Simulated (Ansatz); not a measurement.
# AsBr− (doublet): inputs that go wrong at distance As1–Br2 = 2.438 Å

3 inputs are run for AsBr− (doublet) as typed; the log has to tell whether the result can be used and what must change.

Method: the settings change from run to run; program: Ansatz 0.2.0, Gaussian basis.

20 further runs of the same task are left out: 1 for a known fault of the program, 18 that didn't finish, 1 set aside as unsound or not needed.

## 1. The system

The geometry derives from a PBE0/def2-TZVPD stationary point (not a proven minimum). One bond is set to the value named and the two fragments are kept rigid. No spin-orbit coupling is included. The filled d shell of As, Br may be among the frozen orbitals whatever the setting's name suggests; the logs give the count.

2 atoms, charge -1, spin multiplicity 2.

Atoms are counted from 1 here; the program's logs count them from 0.

Bond lengths: As1–Br2 2.438 Å.

As a file:

```
As    0.0000    0.0000    0.0000
Br    0.0000    0.0000    2.4383
```

## 2. Input 1

Input file in.yaml:

```yaml
crystal:
  periodic: [false, false, false]
  atoms:
    - {symbol: As, position_ang: [0.000000, 0.000000, 0.000000]}
    - {symbol: Br, position_ang: [0.000000, 0.000000, 2.438300]}
basis:
  gaussian: {orbitals: aug-cc-pVDZ}
total_charge: -1
magnetization: {spin_polarized: false, initial_magnetization: 1}
correlation: {method: sc_nevpt2, electrons: outside_noble_gas, active_space: {window: {electrons: 3, orbitals: 3}, states: [{multiplicity: 2, weights: [1, 1]}], root: 2}}
accuracy: high
```

Run with:

```
> ansatz run in.yaml --threads 1 --pin off --events-out ev --progress --plain --max-ram 2393MiB
```

What it wrote:

```text
Error: the active space averages no state 2, counted from zero
```

It took 0.03 s on 1 thread of AMD EPYC 9R45, shared host.

**Diagnosis.** The run was refused. The root asked for lies beyond the states averaged. Fix: average more states or name a lower root.

## 3. Input 2

Input file in.yaml:

```yaml
crystal:
  periodic: [false, false, false]
  atoms:
    - {symbol: As, position_ang: [0.000000, 0.000000, 0.000000]}
    - {symbol: Br, position_ang: [0.000000, 0.000000, 4.607656]}
basis:
  gaussian: {orbitals: "6-31G*"}
total_charge: -1
magnetization: {spin_polarized: true, initial_magnetization: 1}
correlation: {method: bccd, electrons: outside_noble_gas}
```

The command is unchanged.

What it wrote, shortened:

```text
Functional definition: HF
  name "HF"
  cite "Fock, Z. Phys. 61, 126 (1930) doi:10.1007/BF01340294"
  parent pbe
[...]
662 factors; integrals over basis functions are off by at most 4.4e-4 eV
[...]
mean field -130779.14536926 eV, -4806.0449470318 hartree, gradient 2.9e-8 eV, S^2 1.770508; 16 other end points of the search recorded, 0 dependent functions left out
determinant -130779.14536926 eV, -4806.0449470318 hartree, with singles and doubles -130784.57640346 eV, -4806.2445338574 hartree
determinant -130779.13816157 eV, -4806.0446821542 hartree, with singles and doubles -130784.62772091 eV, -4806.2464197390 hartree
determinant -130779.13316979 eV, -4806.0444987094 hartree, with singles and doubles -130784.60910206 eV, -4806.2457355086 hartree
determinant -130777.04410324 eV, -4805.9677269297 hartree, with singles and doubles -130782.22557454 eV, -4806.1581424879 hartree
determinant -130779.14536926 eV, -4806.0449470318 hartree, with singles and doubles -130784.57749739 eV, -4806.2445740583 hartree
[...]
determinant -130779.13316979 eV, -4806.0444987094 hartree, with singles and doubles -130784.65149686 eV, -4806.2472934890 hartree
determinant -130777.04410324 eV, -4805.9677269297 hartree, with singles and doubles -130782.22554976 eV, -4806.1581415773 hartree
28 core orbitals not correlated: weight in the atoms' cores, before any rotation towards them, 1.000 or more for the frozen orbitals, at most 0.000 for the correlated occupied ones
reference -130779.14536926 eV, -4806.0449470318 hartree; 7, 6 occupied and 35, 36 virtual orbitals, 662 factors
second order -4.44390544 eV of doubles, -0.00000000 eV of singles
cycle   1  -5.51173634 eV  change   -5.3e-4 eV  update   5.4e-3
[...]
cycle  29  -5.52533009 eV  change    4.8e-6 eV  update   1.2e-6
WARN: in the space of 8 natural orbitals, full CI finds another state of this spin 0.114 eV below this run's state, or below the method's energy where it doesn't find this run's state
WARN: the results are in doubt because among natural orbitals full CI differs from the method by +1.098 eV
Total energy: -130784.67069935 eV, -4806.2479991674 hartree
In doubt: among natural orbitals full CI differs from the method by +1.098 eV
```

Wall time 38 s (1 thread of AMD EPYC 9R45, shared host).

**Diagnosis.** The run converged, which proves nothing about the input. The coordinates are scaled by the bohr-ångström factor. The shortest distance is 4.61 Å, against 2.44 Å in the geometry of step 1. Its energy belongs to another geometry. Cure: restore the coordinates in ångström.

## 4. Input 3

Input file in.yaml:

```yaml
crystal:
  periodic: [false, false, false]
  atoms:
    - {symbol: As, position_ang: [0.000000, 0.000000, 0.000000]}
    - {symbol: Br, position_ang: [0.000000, 0.000000, 1.290348]}
basis:
  gaussian: {orbitals: cc-pVDZ}
total_charge: -1
magnetization: {spin_polarized: false, initial_magnetization: 1}
correlation: {method: ccsdt_q, electrons: outside_noble_gas}
scf: {omitted_lower_state_checks: [cluster_reference]}
output: {forces: true}
```

The command is unchanged.

What it wrote, shortened:

```text
Functional definition: HF
  name "HF"
  cite "Fock, Z. Phys. 61, 126 (1930) doi:10.1007/BF01340294"
  parent pbe
[...]
1058 factors; integrals over basis functions are off by at most 1.4e-7 eV
[...]
mean field -130744.09442348 eV, -4804.7568485328 hartree, gradient 4.4e-6 eV, S^2 0.750000; 3 other end points of the search recorded, 0 dependent functions left out
28 core orbitals not correlated: weight in the atoms' cores, before any rotation towards them, 0.988 or more for the frozen orbitals, at most 0.011 for the correlated occupied ones
reference -130744.09442348 eV, -4804.7568485328 hartree; 7, 6 occupied and 19, 20 virtual orbitals, 1058 factors
second order -5.36537288 eV of doubles, -0.05737707 eV of singles
cycle   1  -5.71350976 eV  change   -2.9e-1 eV  update   5.2e-2
[...]
cycle  12  -5.94979205 eV  change    3.2e-8 eV  update   5.4e-7
perturbative correction -0.01066251 eV, -0.0003918399 hartree
[...]
Total energy: -130750.05487804 eV, -4804.9758911975 hartree
Atom 0 at     0.000000     0.000000     0.000000 Å, force     0.000000     0.000000  -195.209743 eV/Å
Atom 1 at     0.000000     0.000000     1.290348 Å, force    -0.000000     0.000000   195.209743 eV/Å
Dipole moment:    -0.000000    -0.000000     0.908688 e Å
Checks for a lower state left out: cluster_reference
```

It took 58 s on 1 thread of AMD EPYC 9R45, shared host; peak memory 1.1 GiB.

What is wrong: The run converged, which proves nothing about the input. The coordinates are scaled by the bohr-ångström factor. The shortest distance is 1.29 Å, against 2.44 Å in the geometry of step 1. Its energy belongs to another geometry. Fix: restore the coordinates in ångström.

## 5. How the runs ended

```csv
input,level,ended,cause,time
1,"NEVPT2(3,3)/aug-cc-pVDZ",refused,the root asked for lies beyond the states averaged,0.03 s
2,BCCD on UHF/6-31G*,converged,the coordinates are scaled by the bohr-ångström factor,38 s
3,CCSDT(Q) on ROHF/cc-pVDZ,converged,the coordinates are scaled by the bohr-ångström factor,58 s
```

1 refused, 2 converged. The input that converges on a wrong geometry or spin is the dangerous one: no error points at it, so geometry and ⟨S²⟩ have to be checked.
